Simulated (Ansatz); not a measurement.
# Hg2S2 in a box, plane waves

Ansatz 0.2.0, DFT PBE, scalar-relativistic, plane waves, PAW, molecule in a box. The geometry was relaxed with Gaussian bases (PBE0; Hg def2-SVP with ECP60, S def2-SVP).

```yaml
crystal:
  lattice:
    - [11.3, 0.0, 0.0]
    - [0.0, 9.0, 0.0]
    - [0.0, 0.0, 13.76]
  atoms:
    - { symbol: Hg, position: [0.49997434, 0.5, 0.6730298] }
    - { symbol: Hg, position: [0.49997434, 0.5, 0.32703488] }
    - { symbol: S, position: [0.60171858, 0.5, 0.50003198] }
    - { symbol: S, position: [0.39823009, 0.5, 0.50003198] }
basis:
  ecutwfc: 420
  ecutrho_ratio: 4
kpoints:
  mp_grid: { grid: [1, 1, 1] }
hamiltonian:
  xc: pbe
scf:
  occupations: { method: gaussian, width: 0.01 }
output:
  forces: true
  eigenvalues: true
  populations: true
```

Command:
```sh
ansatz run input.yaml --threads 2 --pin off --max-ram 5120MiB --backend cpu --events-out ev --progress --plain --runs-dir out
```
It took 5 s on 2 threads of Arm Neoverse V2, with other jobs on the host, peak memory 0.8 GiB.

(1) How does the SCF go?

(2) Which levels lie next to the highest filled one (eV, counted from it)?

(3) What forces are left at this geometry, relaxed with Gaussian bases (eV/Å)?

Some levels are partly filled under the smearing.

The highest of the empty levels listed lie near the vacuum level and may be states of the box.

The forces come from the other functional as well as from the basis.

On relaxing from the template, bonds within or between ligands changed, so the formula names the start rather than the bonding at the end.

Results:

(1) 
```
SCF iter   1: F=—  HF=-29428.185219 eV  |F-HF|=—  |Δ(HF+E_count)|=         —  Δρ=3.08e-3
preconditioner: auto → Resta (q_TF=auto, 1.576 Å⁻¹)  ε∞=1.5  [insulator: Δε(μ)=0.498 eV  Ē_g=8.400 eV  σ=0.010 eV  W_gap=1.00  n_s
SCF iter   2: F=—  HF=-29428.436208 eV  |F-HF|=—  |Δ(HF+E_count)|=   2.51e-1  Δρ=1.53e-2
SCF iter   3: F=—  HF=-29428.142042 eV  |F-HF|=—  |Δ(HF+E_count)|=   2.94e-1  Δρ=2.45e-3
SCF iter   4: F=—  HF=-29428.086973 eV  |F-HF|=—  |Δ(HF+E_count)|=   5.51e-2  Δρ=1.78e-3
...
SCF iter  19: F=—  HF=-29428.034033 eV  |F-HF|=—  |Δ(HF+E_count)|=   2.48e-6  Δρ=7.50e-5
SCF iter  20: F=—  HF=-29428.034056 eV  |F-HF|=—  |Δ(HF+E_count)|=   2.29e-5  Δρ=3.06e-5
SCF iter  21: F=—  HF=-29428.034298 eV  |F-HF|=—  |Δ(HF+E_count)|=   2.42e-4  Δρ=1.08e-5
SCF iter  22: F=—  HF=-29428.034298 eV  |F-HF|=—  |Δ(HF+E_count)|=   5.81e-8  Δρ=4.57e-6
SCF iter  23: F=-29428.034298 eV  HF=-29428.034298 eV  |F-HF|=1.21e-8  |Δ(HF+E_count)|=   1.33e-8  Δρ=6.06e-7
```

(2) Filled: -5.89, -5.88, -5.88, -5.78, -4.44, -3.36, -2.02, -1.95, -0.71, 0.00. Empty: 0.02, 2.09, 3.55, 3.85, 4.16, 4.16.

(3) 
```
Hg   0.00  0.00 -0.14
Hg   0.00  0.00  0.14
S   -0.41  0.00  0.00
S    0.41  0.00  0.00
```
